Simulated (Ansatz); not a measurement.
# MnPt: the cost of one run

Computed with Ansatz 0.2.0 (DFT r2SCAN, scalar-relativistic, plane waves, PAW, unless a step's input says otherwise).

1 further run of the same task is left out (set aside as unsound or not needed).

## 1. The system as given

The structure is tetragonal, space group P4/mmm (No. 123). Conventional cell: a = 2.935 Å, b = 2.935 Å, c = 3.475 Å, α = 90.00°, β = 90.00°, γ = 90.00°. Around Mn (site symmetry 4/mmm) lie 8 Pt at 2.71 Å and 4 Mn at 2.94 Å. Around Pt (site symmetry 4/mmm) lie 8 Mn at 2.71 Å and 4 Pt at 2.94 Å.

Coordinates:

```xyz
2
Lattice="2.9353 0.0000 0.0000 0.0000 2.9353 0.0000 0.0000 0.0000 3.4752" Properties=species:S:1:pos:R:3 pbc="T T T"
Mn    0.0000    0.0000    0.0000
Pt    1.4676    1.4676    1.7376
```

This cell was relaxed beforehand with the same method: volume 14.97 Å³/atom, gap on the mesh none (metal), site moments up to 4.1 μB.

## 2. Point at V/V0 = 0.97

The input, input.yaml:

```yaml
crystal:
  lattice:
    - [2.9056082564, 0.0, 0.0]
    - [0.0, 2.9056082564, 0.0]
    - [0.0, 0.0, 3.4401023745]
  atoms:
    - { symbol: Mn, position: [0.0, 0.0, 0.0], spin: 4.48 }
    - { symbol: Pt, position: [0.5, 0.5, 0.5], spin: 0.43 }
basis:
  ecutwfc: 500
kpoints:
  mp_grid: { grid: [14, 14, 12] }
hamiltonian:
  xc: r2scan
scf:
  occupations: { method: gaussian, width: 0.1 }
output:
  forces: true
  stress: true
  eigenvalues: true
  populations: true
magnetization:
  spin_polarized: true
relax:
  adjacent_minimum: "off"
  f_tol: 0.01
  max_steps: 30
  cell: { stress_tol: 0.1, fix: [volume] }
```

Started as:

```sh
> ansatz run input.yaml --threads 1 --pin off --max-ram 2560MiB --backend cpu --events-out ev --progress --plain --runs-dir out
```

What time and memory should one allow on 1 thread of Arm Neoverse V1, shared host?

About 2.1 min, with a peak of 0.67 GiB.
